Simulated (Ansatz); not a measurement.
# HfCl (sextet): wave-function methods side by side at distance Hf1–Cl2 = 2.779 Å, def2-SVP

The task here is to estimate one member of a computed series from the others.

Computed with Ansatz 0.2.0, Gaussian basis. Level: def2-SVP, core rule «outside noble gas», up to 9 orbitals frozen.

To be run: UHF; CCSD(T) on ROHF; CCSD(T) on UHF; CISD; CCSDT(Q) on ROHF; CCSDT(Q) on UHF; CASSCF and MRCISD+Q, 7 electrons in 7 orbitals; CASSCF and NEVPT2, 7 electrons in 7 orbitals.

45 further runs of the same task are left out: 22 for a known fault of the program, 2 for a mislabelled method, 17 that didn't finish, 4 set aside as unsound or not needed.

### The geometry

The geometry derives from a PBE0/def2-TZVP stationary point (not a proven minimum). One bond is set to the value named and the two fragments are kept rigid. No spin-orbit coupling is included. Elements past krypton take def2 core potentials.

2 atoms, charge 0, spin multiplicity 6.

Atoms are counted from 1 here; the program's logs count them from 0.

Bond lengths: Hf1–Cl2 2.779 Å.

The first run:

The input, in.yaml:

```yaml
crystal:
  periodic: [false, false, false]
  atoms:
    - {symbol: Hf, position_ang: [0.000000, 0.000000, 0.000000]}
    - {symbol: Cl, position_ang: [0.000000, 0.000000, 2.779000]}
basis:
  gaussian: {orbitals: def2-SVP}
magnetization: {spin_polarized: true, initial_magnetization: 5}
hamiltonian: {xc: hf}
output: {orbitals: {seedname: orbitals}}
```

On the command line:

```
ansatz run in.yaml --threads 1 --pin off --events-out ev --progress --plain --max-ram 2393MiB
```

Steps of the session up to this table: UHF; CCSD(T) on ROHF; CCSD(T) on UHF; CISD; CCSDT(Q) on ROHF; CCSDT(Q) on UHF; CASSCF and MRCISD+Q, 7 electrons in 7 orbitals; CASSCF and NEVPT2, 7 electrons in 7 orbitals.

One of the session's tables, all rows but one given; the rest of the session is left out.

It belongs to the step «Misses and costs». 

| method | from RCCSDT(Q) (meV) |
| --- | --- |
| ROHF | +4553.4 |
| UHF | +4331.5 |
| RMP2 | ? |
| UMP2 | +607.1 |
| RCCSD | +79.8 |
| UCCSD | -24.7 |
| RCCSD(T) | +20.5 |
| UCCSD(T) | -81.2 |
| RCCSDT | +5.3 |
| UCCSDT | -95.8 |
| RCCSDT(Q) | 0 |
| UCCSDT(Q) | -100.9 |
| CASSCF pair | +4245.8 |
| NEVPT2 pair | +786.7 |
| MRCISD pair | +284.1 |
| MRCISD+Q pair | +14.1 |

Q: Estimate the row for RMP2 from the others.

**Answer.** from RCCSDT(Q) (meV): +694.3. In the column «from RCCSDT(Q) (meV)» it lies between UMP2 (+607.1) and NEVPT2 pair (+786.7).

Not comparable, so not listed: CISD (they don't share determinant, frozen orbitals or solution with the rows shown, or repeat one).

To keep in mind: Restricted and unrestricted rows rest on different reference determinants; where their highest levels disagree by more than a few hundredths of an eV, they describe different states and don't form one ladder.
